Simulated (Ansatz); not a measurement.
**Li2P: relaxed, then solved by several methods**

What cell, bands and charges does Li2P (CdCl2 type) have, and do the methods agree? The runs shown use PAW. Its runs: cell and atoms relaxed (PAW); the reference run (PAW); shape and atoms relaxed at 0.6 of the volume (PAW); volume scaled by 0.6 (PAW); shape and atoms relaxed at 0.5 of the volume (PAW); volume scaled by 0.5 (PAW).

Method: DFT, r2SCAN, PAW with Ansatz's default frozen-core files, scalar-relativistic, in Ansatz 0.2.0.

## 1. The system as given

The structure is trigonal, space group R-3m (No. 166). Conventional cell: a = 3.348 Å, b = 3.348 Å, c = 15.402 Å, α = 90.00°, β = 90.00°, γ = 120.00°. P (site symmetry -3m) has 6 Li at 2.24 Å as nearest neighbours. Li (site symmetry 3m) has 3 P at 2.24 Å as nearest neighbours.

Structure file:

```xyz
3
Lattice="1.6741 -0.9665 5.1339 0.0000 1.9331 5.1339 -1.6741 -0.9665 5.1339" Properties=species:S:1:pos:R:3 pbc="T T T"
P     0.0000    0.0000    0.0000
Li    0.0000    0.0000    4.0045
Li    0.0000    0.0000   11.3974
```

An invented electride-like structure; its stability wasn't tested.

Atoms are numbered in the order of the input: P1, Li2, Li3.

## 2. Cell and atoms relaxed, PAW

input.yaml reads:

```yaml
crystal:
  lattice:
    - [1.6741125407, -0.966549326, 5.1339451248]
    - [0.0, 1.9330986521, 5.1339451248]
    - [-1.6741125407, -0.966549326, 5.1339451248]
  atoms:
    - { symbol: P, position: [0.0, 0.0, 0.0] }
    - { symbol: Li, position: [0.26, 0.26, 0.26] }
    - { symbol: Li, position: [0.74, 0.74, 0.74] }
kpoints:
  mp_grid: { grid: [13, 13, 13] }
scf:
  occupations: { method: fermi_dirac, width: 0.05 }
hamiltonian:
  xc: r2scan
  pseudopotentials: { kind: paw }
output:
  forces: true
  stress: true
  write_density: true
  write_potential: true
  elf: true
  volumetric_format: npy
relax:
  f_tol: 0.005
  max_steps: 50
  cell: {}
```

Run with:

```
> ansatz run input.yaml --threads 1 --pin off --max-ram 3072MiB --backend cpu --events-out ev --progress --plain --runs-dir out
```

The runs that follow: The relaxed cell, PAW; Shape and atoms relaxed at 0.6 of the volume, PAW; Volume scaled by 0.6, PAW; Shape and atoms relaxed at 0.5 of the volume, PAW; Volume scaled by 0.5, PAW.

What does the calculation give? Wanted: volume, relaxed; gap; Bader charges.

**Answer**, as computed:

| quantity | value |
| --- | --- |
| volume, relaxed (PAW) | 16.756 Å³/atom, R-3m |
| gap (PAW) | none |
| Bader charges (PAW) | P1 -1.72, Li2 +0.86 e |

Relaxing changes the volume by +0.8 %, to 16.76 Å³/atom. The count of 11 electrons in bands leaves a band partly filled, so there is no gap. Within 0.3 eV of the Fermi level the largest projected share is P 3p (98 %). The projection holds only the free atom's occupied shells (P 3s, P 3p, Li 2s in this range).
